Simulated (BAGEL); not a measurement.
# A workflow on C2H6FIn (SMILES C[CH](F)[InH2])

Wanted: the energy (HF/x2c-SVPall), then the energy (NEVPT2(2,2)/x2c-SVPall) of C2H6FIn. 

Program for the calculation: BAGEL 1.2.2.

## (1) The system as given

C2H6FIn: 10 atoms, total charge 0, spin state singlet. SMILES: `C[CH](F)[InH2]`. The In4–H10 distance was set to 3.280 Å, away from the relaxed value. At this shape a bond of the SMILES string is far longer than usual.

Bond lengths: C1–C2 1.503 Å, C2–F3 1.414 Å, C2–In4 2.197 Å, C1–H5 1.095 Å, C1–H6 1.092 Å, C1–H7 1.094 Å, C2–H8 1.094 Å, In4–H9 1.729 Å. Some angles: C1–C2–F3 108.7°, C1–C2–In4 116.7°, F3–C2–In4 102.3°, C1–C2–H8 110.5°, F3–C2–H8 105.8°, In4–C2–H8 111.9°, C2–C1–H5 111.0°, C2–C1–H6 111.9°, C2–C1–H7 109.8°, C2–In4–H9 117.1°.

## (2) The energy at HF/x2c-SVPall (DKH2, density fitting with AutoAux) (run 1)

Input file input.json:

```json
{ "bagel": [

{
  "title": "molecule",
  "basis": "x2c-svpall.json",
  "df_basis": "x2c-svpall-autoaux.json",
  "angstrom": true,
  "dkh": true,
  "geometry": [
    { "atom": "C", "xyz": [      -0.931293,       2.591039,      -0.559720 ] },
    { "atom": "C", "xyz": [      -0.156693,       1.517439,       0.152680 ] },
    { "atom": "F", "xyz": [       0.079707,       1.934539,       1.483280 ] },
    { "atom": "In", "xyz": [      -1.175693,      -0.408061,       0.439280 ] },
    { "atom": "H", "xyz": [      -0.399193,       3.547939,      -0.526020 ] },
    { "atom": "H", "xyz": [      -1.922393,       2.735039,      -0.123620 ] },
    { "atom": "H", "xyz": [      -1.062393,       2.316739,      -1.611120 ] },
    { "atom": "H", "xyz": [       0.830707,       1.392539,      -0.300320 ] },
    { "atom": "H", "xyz": [      -2.870393,      -0.358761,       0.778180 ] },
    { "atom": "H", "xyz": [       0.493100,      -3.231500,       0.406600 ] }
  ]
},

{
  "title": "hf"
},

{
  "title": "print",
  "file": "orbitals.molden",
  "orbitals": true
}

]}
```

The basis set x2c-SVPall is read from a file made from the Basis Set Exchange's data (not shown).

Launch:

```bash
$ BAGEL_NUM_THREADS=1 BAGEL input.json > input.out
```

The program printed:

```text
* using 1 threads per process

  ===============================================================
  ===============================================================

  *** Geometry ***

  { "atom" : "C", "xyz" : [     -1.759889,      4.896354,     -1.057718 ] },
  { "atom" : "C", "xyz" : [     -0.296107,      2.867544,      0.288523 ] },
  { "atom" : "F", "xyz" : [      0.150624,      3.655749,      2.802993 ] },
  { "atom" : "In", "xyz" : [     -2.221738,     -0.771124,      0.830119 ] },
  { "atom" : "H", "xyz" : [     -0.754365,      6.704633,     -0.994034 ] },
  { "atom" : "H", "xyz" : [     -3.632796,      5.168475,     -0.233608 ] },
  { "atom" : "H", "xyz" : [     -2.007632,      4.378002,     -3.044576 ] },
  { "atom" : "H", "xyz" : [      1.569809,      2.631517,     -0.567523 ] },
  { "atom" : "H", "xyz" : [     -5.424257,     -0.677960,      1.470547 ] },
  { "atom" : "H", "xyz" : [      0.931824,     -6.106650,      0.768363 ] },

  Number of auxiliary basis functions:      828

  Since a DF basis is specified, we compute 2- and 3-index integrals:
    o Being stored without compression. Storage requirement is 0.077 GB

  Number of basis functions:      108
  Number of electrons      :       76

    * METHOD: MOLECULE                             0.76

  *** RHF ***

  === Nuclear Repulsion ===
   332.9913006682

      * DIIS with orbital gradients will be used.

  === RHF iteration (x2c-svpall.json) ===
      0      -6054.44983383          0.01192012           0.26
      1      -6054.58220973          0.00642123           0.26
      2      -6054.61753631          0.00128162           0.26
      3      -6054.61966058          0.00044357           0.26
      4      -6054.61986800          0.00010051           0.27
      5      -6054.61988592          0.00002976           0.28
      6      -6054.61988815          0.00001404           0.28
      7      -6054.61988851          0.00000317           0.26
      8      -6054.61988854          0.00000110           0.26
      9      -6054.61988854          0.00000049           0.26
     10      -6054.61988854          0.00000017           0.26
     11      -6054.61988854          0.00000006           0.26
     12      -6054.61988854          0.00000003           0.26
     13      -6054.61988854          0.00000001           0.26
     14      -6054.61988854          0.00000000           0.27
    * SCF iteration converged.

    * Permanent dipole moment:
           (    0.873532,    -1.442199,     0.820433) a.u.

    * METHOD: HF                                   4.66

    * METHOD: PRINT                                0.03

  ===============================================================
```

It took 5.7 s on 1 thread of Arm Neoverse V1, shared host; peak memory 0.29 GiB.

## (3) The energy at NEVPT2(2,2)/x2c-SVPall (DKH2, density fitting with AutoAux) (run 2)

Input file nevpt2.json:

```json
{ "bagel" : [

{
  "title" : "molecule",
  "basis" : "x2c-svpall.json",
  "df_basis" : "x2c-svpall-autoaux.json",
  "angstrom" : true,
  "dkh" : true,
  "geometry" : [
    { "atom" : "C", "xyz" : [   -0.931293,    2.591039,   -0.559720 ] },
    { "atom" : "C", "xyz" : [   -0.156693,    1.517439,    0.152680 ] },
    { "atom" : "F", "xyz" : [    0.079707,    1.934539,    1.483280 ] },
    { "atom" : "In", "xyz" : [   -1.175693,   -0.408061,    0.439280 ] },
    { "atom" : "H", "xyz" : [   -0.399193,    3.547939,   -0.526020 ] },
    { "atom" : "H", "xyz" : [   -1.922393,    2.735039,   -0.123620 ] },
    { "atom" : "H", "xyz" : [   -1.062393,    2.316739,   -1.611120 ] },
    { "atom" : "H", "xyz" : [    0.830707,    1.392539,   -0.300320 ] },
    { "atom" : "H", "xyz" : [   -2.870393,   -0.358761,    0.778180 ] },
    { "atom" : "H", "xyz" : [    0.493100,   -3.231500,    0.406600 ] }
  ]
},
{ "title" : "hf" },
{ "title" : "casscf", "nstate" : 1, "nact" : 2, "nclosed" : 37, "active" : [38, 39], "maxiter" : 200, "natocc" : true },
{ "title" : "nevpt2", "nstate" : 1, "nact" : 2, "nclosed" : 37, "active" : [38, 39], "maxiter" : 200, "natocc" : true, "ncore" : 21 },
{ "title" : "print", "file" : "orbitals.molden", "orbitals" : true }

]}
```

The basis set x2c-SVPall is read from a file made from the Basis Set Exchange's data (not shown).

Launch:

```bash
$ BAGEL_NUM_THREADS=1 BAGEL nevpt2.json > nevpt2.out
```

The program printed:

```text
* using 1 threads per process

  ===============================================================
  ===============================================================

  *** Geometry ***

  { "atom" : "C", "xyz" : [     -1.759889,      4.896354,     -1.057718 ] },
  { "atom" : "C", "xyz" : [     -0.296107,      2.867544,      0.288523 ] },
  { "atom" : "F", "xyz" : [      0.150624,      3.655749,      2.802993 ] },
  { "atom" : "In", "xyz" : [     -2.221738,     -0.771124,      0.830119 ] },
  { "atom" : "H", "xyz" : [     -0.754365,      6.704633,     -0.994034 ] },
  { "atom" : "H", "xyz" : [     -3.632796,      5.168475,     -0.233608 ] },
  { "atom" : "H", "xyz" : [     -2.007632,      4.378002,     -3.044576 ] },
  { "atom" : "H", "xyz" : [      1.569809,      2.631517,     -0.567523 ] },
  { "atom" : "H", "xyz" : [     -5.424257,     -0.677960,      1.470547 ] },
  { "atom" : "H", "xyz" : [      0.931824,     -6.106650,      0.768363 ] },

  Number of auxiliary basis functions:      828

  Since a DF basis is specified, we compute 2- and 3-index integrals:
    o Being stored without compression. Storage requirement is 0.077 GB

  Number of basis functions:      108
  Number of electrons      :       76

    * METHOD: MOLECULE                             0.76

  *** RHF ***

  === Nuclear Repulsion ===
   332.9913006682

      * DIIS with orbital gradients will be used.

  === RHF iteration (x2c-svpall.json) ===
      0      -6054.44983383          0.01192012           0.26
      1      -6054.58220973          0.00642123           0.26
      2      -6054.61753631          0.00128162           0.26
      3      -6054.61966058          0.00044357           0.26
      4      -6054.61986800          0.00010051           0.26
      5      -6054.61988592          0.00002976           0.26
      6      -6054.61988815          0.00001404           0.27
      7      -6054.61988851          0.00000317           0.27
      8      -6054.61988854          0.00000110           0.48
      9      -6054.61988854          0.00000049           0.42
     10      -6054.61988854          0.00000017           0.26
     11      -6054.61988854          0.00000006           0.26
     12      -6054.61988854          0.00000003           0.26
     13      -6054.61988854          0.00000001           0.26
     14      -6054.61988854          0.00000000           0.26
    * SCF iteration converged.

    * Permanent dipole moment:
           (    0.873532,    -1.442199,     0.820433) a.u.

    * METHOD: HF                                   5.03

  ---------------------------
      CASSCF calculation
  ---------------------------

    ==== Active orbitals : =====
         Orbital 38
         Orbital 39
    ============================

    * nstate   :      1
    * nclosed  :     37
    * nact     :      2
    * nvirt    :     69
  === CASSCF iteration (x2c-svpall.json) ===

    * Using the second-order algorithm

      0  0     -6054.65477349     3.28e-03      0.07

      1  0     -6054.67756393     5.93e-04      1.37

      2  0     -6054.67833377     2.08e-04      1.44

      3  0     -6054.67838391     7.44e-05      1.44

      4  0     -6054.67838972     2.54e-05      1.43

      5  0     -6054.67839039     8.61e-06      1.45

      6  0     -6054.67839047     2.92e-06      1.44

      7  0     -6054.67839048     9.86e-07      1.45

      8  0     -6054.67839048     3.34e-07      1.47

      9  0     -6054.67839048     1.13e-07      1.44

     10  0     -6054.67839048     3.82e-08      1.30

     11  0     -6054.67839048     1.29e-08      1.16

     12  0     -6054.67839048     4.37e-09      1.09

    * Second-order optimization converged. *

     guess   0:   closed 1.                   open ..

  === FCI iteration ===

      0  0     -6054.61021601     7.10e-02      0.00
      1  0     -6054.67360655     1.85e-02      0.00
      2  0 *   -6054.67839048     4.37e-16      0.00

     * ci vector, state   0, <S^2> = 0.0000
       2.     0.8996271017
       .2    -0.4366589950

    * METHOD: CASSCF                              17.39

    * freezing 21 orbitals

  === DF-NEVPT2 calculation ===

    * 3-index integral transformation done
    * assembly done

      NEVPT2 correlation energy:   -0.5636649477      0.38

          (+0)     -0.5136551264
          (+0)'    -0.0219750296
          (+1)     -0.0088487488
          (+1)'    -0.0031368539
          (+2)     -0.0002042727
          (-1)     -0.0134912343
          (-1)'    -0.0011680210
          (-2)     -0.0011856610

      NEVPT2 total energy:       -6055.2420554290

    * METHOD: NEVPT2                               0.80

    * METHOD: PRINT                                0.03

  ===============================================================
```

Wall time 24 s (1 thread of Arm Neoverse V1, shared host); peak memory 0.3 GiB.

## (4) Results

```
                                   quantity           value
         run 1, HF/x2c-SVPall: total energy  -6054.61989 Eh
        run 1, HF/x2c-SVPall: dipole moment          4.77 D
          run 1, HF/x2c-SVPall: HOMO energy        -7.69 eV
          run 1, HF/x2c-SVPall: LUMO energy        -0.26 eV
        run 1, HF/x2c-SVPall: HOMO–LUMO gap         7.43 eV
run 2, NEVPT2(2,2)/x2c-SVPall: total energy  -6055.24206 Eh
```
